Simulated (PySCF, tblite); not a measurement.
# C₆H₆N₃ radical: geometry, infrared bands and EPR parameters

Aim: predict the infrared bands and EPR parameters of C₆H₆N₃ radical (`[H]/N=[C]/c1nccnc1C`).

The runs use tblite 0.8.0 and PySCF 2.14.0, with density-fitted response routines of our own; the level of theory stands in each step. All values are computed, except where a source is named. Atoms count from 0, in the outputs and in this text.

## (1) Starting geometry

15 atoms, charge 0, multiplicity 2; geometry from: force field or distance geometry start.

Bonds of the start (Å): C0–C1 1.49, C1–N2 1.37, N2–C3 1.35, C3–C4 1.37, C4–N5 1.35, N5–C6 1.35, C6–C7 1.44, C7–N8 1.17, C6–C1 1.40, C0–H9 1.10, C0–H10 1.10, C0–H11 1.10, C3–H12 1.08, C4–H13 1.09, N8–H14 1.03.

## (2) Geometry optimisation with GFN2-xTB

What the job is given:

```
{"job": {"kind": "relax", "xc": "GFN2-xTB", "basis": "xTB"}, "charge": 0, "multiplicity": 2}
C     -1.497000    -0.954100     1.226400
C     -0.318600    -0.624300     0.368300
N      0.353200    -1.683900    -0.181900
C      1.416200    -1.362400    -0.956600
C      1.828600    -0.066400    -1.142900
N      1.186100     0.991600    -0.603200
C      0.113300     0.686600     0.162800
C     -0.547200     1.821000     0.746400
N     -1.093600     2.740700     1.214600
H     -1.675900    -2.034100     1.270100
H     -2.410100    -0.490300     0.812100
H     -1.356100    -0.602600     2.253900
H      1.935000    -2.205700    -1.386200
H      2.696500     0.166300    -1.767700
H     -0.634800     3.625700     0.940200
```

Started as:

```bash
$ OMP_NUM_THREADS=1 python probes_run.py task.json out
```

The driver reads the jobs from task.json and runs them one after another.

Output:

```text
step      E/eV     max force
  0    -667.57771    7.530
  1    -667.51379    8.438
  2    -668.00212    2.225
  3    -668.06055    1.789
  4    -668.10271    1.042
  5    -668.17582    1.294
  6    -668.23209    1.245
  7    -668.29794    1.691
  8    -668.35258    1.196
  9    -668.42760    0.989
 10    -668.46051    2.193
 11    -668.54585    1.063
 12    -668.59689    0.783
 13    -668.61652    1.931
 14    -668.69239    0.648
 15    -668.70722    0.500
 16    -668.71702    0.498
 17    -668.72546    0.360
 18    -668.74195    0.287
 19    -668.74853    0.161
 20    -668.75233    0.162
 21    -668.75541    0.144
 22    -668.75961    0.169
 23    -668.76428    0.174
 24    -668.76962    0.205
 25    -668.77507    0.195
 26    -668.78056    0.238
 27    -668.78581    0.173
 28    -668.79088    0.176
 29    -668.79594    0.161
 30    -668.80067    0.180
 31    -668.80488    0.220
 32    -668.80867    0.219
 33    -668.81262    0.218
 34    -668.81617    0.217
 35    -668.81990    0.163
 36    -668.82301    0.128
 37    -668.82534    0.127
 38    -668.82759    0.136
 39    -668.82993    0.154
 40    -668.83192    0.122
 41    -668.83359    0.110
 42    -668.83498    0.087
 43    -668.83619    0.075
 44    -668.83711    0.060
 45    -668.83768    0.061
 46    -668.83803    0.052
 47    -668.83831    0.043
 48    -668.83855    0.041
 49    -668.83872    0.028
 50    -668.83884    0.028
 51    -668.83894    0.028
 52    -668.83904    0.027
 53    -668.83916    0.027
 54    -668.83929    0.030
 55    -668.83941    0.032
 56    -668.83952    0.025
 57    -668.83960    0.024
 58    -668.83967    0.023
 59    -668.83973    0.021
 60    -668.83979    0.019
 61    -668.83983    0.015
 62    -668.83985    0.011
 63    -668.83986    0.010
 64    -668.83988    0.011
 65    -668.83990    0.011
 66    -668.83991    0.007
```

It took 0.42 s on 1 thread of Arm Neoverse V1, shared host.

Step by step: (not every step is listed) (the energy doesn't fall at every step)

| step | energy from step 0 (eV) | largest force (eV/Å) |
| --- | --- | --- |
| 0 | 0.0000 | 7.5298 |
| 1 | 0.0639 | 8.4377 |
| 2 | -0.4244 | 2.2249 |
| 3 | -0.4828 | 1.7894 |
| 4 | -0.5250 | 1.0419 |
| 5 | -0.5981 | 1.2944 |
| 6 | -0.6544 | 1.2448 |
| 7 | -0.7202 | 1.6913 |
| 8 | -0.7749 | 1.1962 |
| 13 | -1.0388 | 1.9310 |
| 18 | -1.1642 | 0.2873 |
| 23 | -1.1866 | 0.1744 |
| 28 | -1.2132 | 0.1763 |
| 33 | -1.2349 | 0.2181 |
| 38 | -1.2499 | 0.1356 |
| 43 | -1.2585 | 0.0754 |
| 48 | -1.2608 | 0.0412 |
| 53 | -1.2614 | 0.0271 |
| 58 | -1.2620 | 0.0231 |
| 61 | -1.2621 | 0.0149 |
| 62 | -1.2621 | 0.0115 |
| 63 | -1.2622 | 0.0102 |
| 64 | -1.2622 | 0.0112 |
| 65 | -1.2622 | 0.0112 |
| 66 | -1.2622 | 0.0071 |

Distances of close pairs at the start and the end, largest changes first:

```
  bond  before (Å)  after (Å)  change (Å)
 C6–C7       1.437      1.344      -0.093
 C1–N2       1.370      1.300      -0.070
 C1–C6       1.395      1.451      +0.056
 C7–N8       1.168      1.209      +0.042
 C4–N5       1.350      1.312      -0.038
N8–H14       1.034      1.012      -0.022
 C3–C4       1.373      1.390      +0.017
 N5–C6       1.353      1.370      +0.017
```

The final coordinates are the input of the step that follows.

## (3) Infrared spectrum with GFN2-xTB

What the job is given:

```
{"job": {"kind": "ir", "xc": "GFN2-xTB", "basis": "xTB"}, "charge": 0, "multiplicity": 2}
C     -1.469483    -0.774954     1.199533
C     -0.265289    -0.574302     0.343457
N      0.303210    -1.612430    -0.194200
C      1.388011    -1.438993    -0.962602
C      1.900320    -0.166858    -1.190037
N      1.371240     0.919570    -0.678033
C      0.270261     0.755853     0.120526
C     -0.364109     1.811311     0.658256
N     -0.830652     2.630182     1.415988
H     -1.682311    -1.837311     1.278452
H     -2.332237    -0.266392     0.769068
H     -1.299095    -0.361411     2.192839
H      1.824172    -2.330942    -1.384787
H      2.769442    -0.011694    -1.814794
H     -1.587894     3.266360     1.202800
```

Output:

```text
mode    cm-1     km/mol
  1      63.0      0.47
  2     121.0      0.40
  3     124.7      1.07
  4     177.7      5.18
  5     294.5      5.20
  6     312.9      1.52
  7     402.6     16.64
  8     446.7      0.79
  9     457.4      1.87
 10     493.7     40.56
 11     556.2     23.59
 12     605.9     26.35
 13     679.3      1.57
 14     733.2      6.11
 15     769.4      3.77
 16     865.7     11.80
 17     884.2      0.29
 18     934.3    429.50
 19     987.4     18.27
 20    1016.0     10.00
 21    1105.3      2.56
 22    1112.9     45.61
 23    1220.2     10.60
 24    1238.9     65.51
 25    1268.2     19.33
 26    1304.7      5.34
 27    1389.1     17.27
 28    1401.8     21.32
 29    1446.1     58.49
 30    1461.7      8.01
 31    1463.4      7.08
 32    1541.2     33.68
 33    2113.9    794.02
 34    2997.3     20.42
 35    3014.9      9.07
 36    3058.8     17.99
 37    3059.0     20.88
 38    3085.4     39.85
 39    3329.4      7.63
```

It took 0.48 s on 1 thread of Arm Neoverse V1, shared host.

Which atoms move in the most intense modes:

| cm⁻¹ | km/mol | atoms |
| --- | --- | --- |
| 494 | 40.6 | C7 38 %, H14 18 %, N5 11 % |
| 934 | 429.5 | H14 78 %, N8 15 % |
| 1113 | 45.6 | C6 28 %, H13 27 %, N2 14 %, N5 12 % |
| 1239 | 65.5 | C1 43 %, C6 17 %, C3 12 % |
| 1446 | 58.5 | C3 31 %, N5 16 %, C4 13 % |
| 1541 | 33.7 | C1 41 %, N2 28 %, C4 13 % |
| 2114 | 794.0 | C7 67 %, N8 26 % |
| 3085 | 39.9 | H12 90 % |

## (4) EPR parameters: B3LYP/pcH-1

The job, as its differences from that of step 3:

```diff
@@ -1,2 +1,2 @@
-{"job": {"kind": "ir", "xc": "GFN2-xTB", "basis": "xTB"}, "charge": 0, "multiplicity": 2}
+{"job": {"kind": "epr", "basis": "pcH-1"}, "charge": 0, "multiplicity": 2}
 C     -1.469483    -0.774954     1.199533
```

With the program's defaults for keys left out, this is: UKS B3LYP, pcH-1 on C H N, non-relativistic, mean-field spin-orbit, GIAO.

Output:

```text
UKS, coarse grid
  cycle   1  E = -396.37038132  |g| = 3.72e-01
  cycle   2  E = -396.26077915  |g| = 6.28e-01
  cycle   3  E = -396.43470817  |g| = 1.17e-01
  cycle   4  E = -396.44018889  |g| = 6.08e-02
  cycle   5  E = -396.44183144  |g| = 2.81e-02
  cycle   6  E = -396.44220760  |g| = 7.55e-03
  cycle   7  E = -396.44227412  |g| = 5.07e-03
  cycle   8  E = -396.44230233  |g| = 3.02e-03
  cycle   9  E = -396.44231195  |g| = 1.08e-03
  cycle  10  E = -396.44231327  |g| = 5.64e-04
UKS, final grid
  cycle   1  E = -396.44231338  |g| = 9.98e-04
  cycle   2  E = -396.44231182  |g| = 2.08e-03
  cycle   3  E = -396.44231392  |g| = 1.27e-04
  cycle   4  E = -396.44231394  |g| = 7.54e-05
  cycle   5  E = -396.44231395  |g| = 6.11e-05
  cycle   6  E = -396.44231395  |g| = 2.20e-05
E = -396.44231395 Eh   <S^2> = 0.7730 (exact 0.7500)
g shifts (ppm)      1          2          3
  rmc          -181       -181       -181
  gc             33         -2        -10
  oz_so        -854          1        965
  total       -1002       -182        774
hyperfine (MHz)  atom isotope    a_iso     a_fc   dipolar eigenvalues
    0   13C      -6.64      -6.64     -0.45     -0.10      0.55
    1   13C      20.81      20.81    -16.41    -16.27     32.68
    2   14N      -4.82      -4.82     -5.20      2.32      2.88
    3   13C      31.39      31.39    -28.69    -26.60     55.29
    4   13C     -24.53     -24.53    -17.57      7.03     10.54
    5   14N      10.79      10.79    -12.13    -11.81     23.95
    6   13C     -27.94     -27.94    -10.94      3.23      7.71
    7   13C      23.27      23.27    -35.94    -34.93     70.88
    8   14N      29.57      29.57     -8.60     -7.59     16.20
    9    1H       0.71       0.71     -1.43     -1.23      2.65
   10    1H      16.86      16.86     -2.37     -0.62      2.99
   11    1H      17.45      17.45     -2.35     -0.58      2.92
   12    1H     -23.88     -23.88    -13.71     -0.30     14.01
   13    1H       5.49       5.49     -3.02     -0.61      3.64
   14    1H     132.46     132.46     -8.76     -4.86     13.62
```

It took 87 s on 1 thread of Arm Neoverse V1, shared host; peak memory 1 GiB.

Principal g values 2.00132, 2.00214, 2.00309; g(iso) = 2.00218, against 2.00232 for a free electron.

Hyperfine couplings; where a row names several nuclei, a(iso) is their mean (it holds for fast rotation or exchange) and the dipolar term the largest among them:

```csv
nuclei,isotope,a(iso) (MHz),"a(iso) (G, at g = 2.0023)",largest dipolar term (MHz)
H14,1H,132.5,47.3,13.6
C3,13C,31.4,11.2,55.3
N8,14N,29.6,10.6,16.2
C6,13C,-27.9,-10.0,-10.9
C4,13C,-24.5,-8.8,-17.6
H12,1H,-23.9,-8.5,14.0
C7,13C,23.3,8.3,70.9
C1,13C,20.8,7.4,32.7
"H9, H10, H11",1H,11.7,4.2,3.0
N5,14N,10.8,3.9,23.9
C0,13C,-6.6,-2.4,0.6
H13,1H,5.5,2.0,3.6
N2,14N,-4.8,-1.7,-5.2
```

Mulliken spin populations:

C0 -0.02; C1 0.18; N2 -0.08; C3 0.35; C4 -0.13; N5 0.25; C6 -0.08; C7 0.38; N8 0.11; H9 0.00; H10 0.01; H11 0.01; H12 -0.02; H13 0.00; H14 0.04

In first order the couplings over 0.8 MHz of 1H, 14N give 760 distinct lines over 102.5 G, if the averaged nuclei exchange fast.

The fields below are evaluated on a grid from the run's orbitals.

ELF in a plane through or near 12 of the atoms.

Values, 10 rows by 14 columns:
```
0.00 0.00 0.00 0.00 0.00 0.00 0.00 0.00 0.00 0.00 0.00 0.00 0.00 0.00
0.00 0.00 0.00 0.00 0.00 0.01 0.03 0.00 0.00 0.00 0.00 0.00 0.00 0.00
0.00 0.00 0.00 0.00 0.03 0.88 1.00 0.38 0.11 0.25 0.00 0.00 0.00 0.00
0.00 0.00 0.00 0.01 0.23 0.56 0.86 0.06 0.91 0.86 0.02 0.54 0.05 0.00
0.00 0.00 0.00 0.01 0.29 0.58 0.89 0.25 0.70 0.87 0.84 1.00 0.79 0.00
0.00 0.00 0.00 0.11 0.19 0.12 0.48 0.89 0.05 0.73 0.72 0.11 0.01 0.00
0.00 0.00 0.08 0.71 0.44 0.42 0.89 0.59 0.32 0.69 0.96 0.98 0.17 0.00
0.00 0.00 0.14 0.73 0.68 0.73 0.11 0.36 0.96 0.32 0.64 0.98 0.10 0.00
0.00 0.00 0.00 0.01 0.07 0.09 0.00 0.02 0.31 0.02 0.00 0.00 0.00 0.00
0.00 0.00 0.00 0.00 0.00 0.00 0.00 0.00 0.00 0.00 0.00 0.00 0.00 0.00
```
The map spans 11.7 Å across and 10.4 Å up, centred on the molecule. Atoms in the plane (x, y in Å): C0 (-1.2, 1.5), C1 (0.0, 0.6), N2 (1.2, 1.2), C3 (2.3, 0.4), C4 (2.1, -1.0), N5 (1.0, -1.6), C6 (-0.1, -0.8), C7 (-1.4, -1.3), N8 (-2.5, -1.7), H9 (-0.9, 2.6), H12 (3.2, 0.9), H13 (3.0, -1.6).

On the surface of density 0.002 e/bohr³ the electrostatic potential runs, from the 1st to the 99th percentile, from -1.59 V near N5 to 2.16 V near H14.

The spin density lies nearest to C7 22 %; C3 16 %; N5 15 %; N8 10 %.

## (5) Outcome

```
                                 quantity                  value
strongest single infrared mode (GFN2-xTB)  2114 cm⁻¹, 794 km/mol
             zero-point energy (GFN2-xTB)          68.0 kcal/mol
                           g(iso) (B3LYP)                2.00218
                                     ⟨S²⟩     0.773 (exact 0.75)
       largest a(iso) (averaged by class)   1H on H14, 132.5 MHz
    surface potential, 1st and 99th percentile     -1.59 V and 2.16 V
```

In words: Over 66 steps the energy fell by 1.262 eV; of the close pairs, C6–C7 changed most, 1.437 to 1.344 Å. All 39 modes are real, so the xTB geometry is a minimum. The strongest single mode, at 2114 cm⁻¹, moves mainly C7. GFN2-xTB is a fitted tight-binding method: band positions and strengths are rough. Its intensities can rank the bands wrongly. The largest spin populations lie on C7 (0.38 e), C3 (0.35 e). The isotropic g lies 0.1 ppt below the free-electron value.
